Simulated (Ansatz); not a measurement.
# CrO (singlet): geometry optimisation

Where does this start of CrO (singlet) end when it is relaxed?

Program: Ansatz 0.2.0, Gaussian basis. Level of theory: RKS PBE0/def2-TZVP. These are calculated values, not measurements.

### 1 The starting structure

2 atoms, charge 0, spin multiplicity 1.

Atoms are counted from 1 here; the program's logs count them from 0.

Bond lengths: Cr1–O2 2.050 Å.

The start is set by covalent radii. Sticks and bond lists go by distance. 

### 2 Relaxation

in.yaml

```yaml
crystal:
  periodic: [false, false, false]
  atoms:
    - {symbol: Cr, position_ang: [0.000000, 0.000000, 0.000000]}
    - {symbol: O, position_ang: [0.000000, 0.000000, 2.050000]}
basis:
  gaussian: {orbitals: def2-TZVP}
hamiltonian: {xc: pbe0}
relax: {f_tol: 0.004, max_steps: 80}
```

On the command line:

```
ansatz run in.yaml --threads 1 --pin off --events-out ev --progress --plain --max-ram 2176MiB
```

What does the calculation give? Wanted: energy gained; shift from the start; total energy; dipole moment.

The runs gave:

```
                  quantity           value
                     steps               7
             energy gained        2.969 eV
shift from the start (rms)         0.257 Å
              total energy  -30457.3700 eV
             dipole moment          3.17 D
```

The bonds of the start are those of the end. Cr1–O2 went from 2.050 to 1.537 Å. No vibrations were run, so this is a stationary point, not a proven minimum, and this spin need not be the ground state's.
